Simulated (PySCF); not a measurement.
# C9H22O3Si (SiH(OiPr)3): the cost of one run

Computed with PySCF 2.14.0, with density-fitted response routines of our own, on a single molecule in the gas phase. Atoms count from 0, in the outputs and in this text.

**1. The starting structure**

35 atoms, charge 0, multiplicity 1; geometry from: GFN2-xTB. The atoms were then displaced at random by about 0.03 Å, so the start is not that level's minimum.

Bonds of the start (Å): Si0–H1 1.50, Si0–O2 1.50, Si0–O13 1.70, Si0–O24 1.58, O2–C3 1.52, C3–C4 1.42, C3–C5 1.53, C3–H6 1.12, C4–H7 1.08, C4–H8 1.12, C4–H9 1.12, C5–H10 1.11, C5–H11 1.07, C5–H12 1.02, O13–C14 1.40, C14–C15 1.60, C14–C16 1.52, C14–H17 1.08, C15–H18 1.09, C15–H19 1.05, C15–H20 1.02, C16–H21 1.18, C16–H22 1.07, C16–H23 1.07, O24–C25 1.47, C25–C26 1.63, C25–C27 1.46, C25–H28 1.04, C26–H29 1.11, C26–H30 1.08 and more.

**2. Optimising the geometry at PBE0-D3(BJ)/def2-SVP**

The job: settings as JSON, then the geometry in Å.

```
{"job": {"xc": "PBE0", "basis": "def2-SVP", "d3": "d3bj", "grid": 1, "maxiter": 40, "shake": 0.03, "kind": "geom"}, "charge": 0, "multiplicity": 1}
Si    -0.010300     0.252340     0.615150
H     -0.292690     1.083140     1.831380
O      1.444030     0.120850     0.293790
C      2.560500    -0.582960     1.053150
C      3.827530    -0.027740     0.717070
C      2.371430    -2.059360     0.714330
H      2.275330    -0.464370     2.134270
H      4.092160    -0.099880    -0.327530
H      4.596840    -0.508630     1.377660
H      3.850100     1.042510     1.029340
H      1.344540    -2.433940     0.925450
H      2.640810    -2.218670    -0.308240
H      2.995040    -2.610540     1.304140
O     -0.725720     1.121020    -0.652730
C     -0.127710     2.161460    -1.381550
C     -0.510560     3.553740    -0.700180
C     -0.604410     2.152750    -2.829600
H      0.950190     2.110370    -1.345950
H     -1.599000     3.574030    -0.685610
H     -0.174970     4.369650    -1.266900
H     -0.178500     3.542440     0.265910
H     -0.314590     1.100120    -3.284170
H     -1.671980     2.248850    -2.910950
H     -0.183750     2.926780    -3.433300
O     -0.726540    -1.154390     0.747770
C     -2.160220    -1.398080     0.945470
C     -2.220000    -2.978070     1.335240
C     -2.939240    -1.078210    -0.250380
H     -2.485050    -0.870560     1.775420
H     -1.853000    -3.471830     0.408090
H     -3.256640    -3.221060     1.488060
H     -1.589480    -3.179810     2.111800
H     -2.823120    -0.016730    -0.509790
H     -2.624980    -1.710450    -1.119530
H     -4.021180    -1.271530    -0.117850
```

Run with:

```sh
$ OMP_NUM_THREADS=2 python probes_run.py task.json out
```

The driver reads the jobs from task.json and runs them one after another.

**Question.** How long does this first job take on 2 threads of Intel Xeon 6975P-C, shared host, and how much memory does it need?

About 4.2 min, with a peak of 2.5 GiB.
